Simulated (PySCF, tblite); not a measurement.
# C₆H₈Si: geometry, infrared bands and NMR shifts

What infrared bands and NMR shifts should C₆H₈Si (`C=C=CCC#C[SiH3]`) show?

Programs: tblite 0.8.0 and PySCF 2.14.0, with density-fitted response routines of our own. Each step states its level of theory. These are calculated values for one molecule in the gas phase, unless marked as measured. Atoms count from 0, in the outputs and in this text.

## Step 1: Starting geometry

15 atoms, charge 0, multiplicity 1; geometry from: force field or distance geometry start.

Bonds of the start (Å): C0–C1 1.30, C1–C2 1.31, C2–C3 1.46, C3–C4 1.46, C4–C5 1.21, C5–Si6 1.83, C0–H7 1.06, C0–H8 1.07, C2–H9 1.06, C3–H10 1.12, C3–H11 1.11, Si6–H12 1.49, Si6–H13 1.48, Si6–H14 1.47.

## Step 2: Optimising the geometry with GFN2-xTB

Job settings and geometry (Å):

```
{"job": {"kind": "relax", "xc": "GFN2-xTB", "basis": "xTB"}, "charge": 0, "multiplicity": 1}
C     -3.552500    -0.171400     0.463300
C     -2.516100    -0.148700    -0.322900
C     -1.443600    -0.157400    -1.073100
C     -0.375000    -1.074200    -0.684900
C      0.880300    -0.360600    -0.438500
C      1.928500     0.223200    -0.250100
Si     3.503700     1.110500     0.047700
H     -4.321400    -0.856100     0.208100
H     -3.542900     0.507900     1.285200
H     -1.457400     0.498200    -1.901200
H     -0.270500    -1.844400    -1.490000
H     -0.598600    -1.646900     0.237500
H      4.377800     0.204900     0.845600
H      4.193400     1.379000    -1.232700
H      3.189800     2.343800     0.778500
```

Command:

```bash
> OMP_NUM_THREADS=1 python probes_run.py task.json out
```

This one command runs all jobs of the session in turn.

**Question.** This job is followed by: GFN2-xTB harmonic vibrations, gas phase; GIAO PBE0/pcSseg-1 NMR shielding, non-relativistic, gas phase. Predict these results of the whole session: strongest single infrared mode (GFN2-xTB); zero-point energy (GFN2-xTB); ¹³C shifts against TMS (PBE0/pcSseg-1); ¹H shifts against TMS (PBE0/pcSseg-1, means over atoms taken as alike); ²⁹Si shifts against TMS (PBE0/pcSseg-1).

**Answer**, as computed:

```
                                                              quantity                                     value
                             strongest single infrared mode (GFN2-xTB)                      793 cm⁻¹, 593 km/mol
                                          zero-point energy (GFN2-xTB)                             66.3 kcal/mol
                                ¹³C shifts against TMS (PBE0/pcSseg-1)  221.5, 116.6, 92.6, 80.3, 79.7, 25.4 ppm
¹H shifts against TMS (PBE0/pcSseg-1, means over atoms taken as alike)                5.38, 5.01, 4.23, 3.15 ppm
                               ²⁹Si shifts against TMS (PBE0/pcSseg-1)                                 -99.5 ppm
```

In words: The optimisation took 57 steps and gained 0.266 eV; among the close pairs (by a distance rule), C2–C3 changed most, from 1.461 to 1.511 Å. The lowest mode is slightly imaginary (18i cm⁻¹), a soft motion within the noise of the Hessian, so the minimum is not strictly shown. Unscaled tight-binding wavenumbers are off by several per cent, some by more. Its intensities can rank the bands wrongly. C1 (central carbon of an allene) lies farthest downfield among carbon, at 221.5 ppm; the central sp carbon of an allene is among the most deshielded carbons of hydrocarbons. At PBE0/pcSseg-1: The largest span, 300 ppm, is at C4, where the paramagnetic term is -203 ppm.
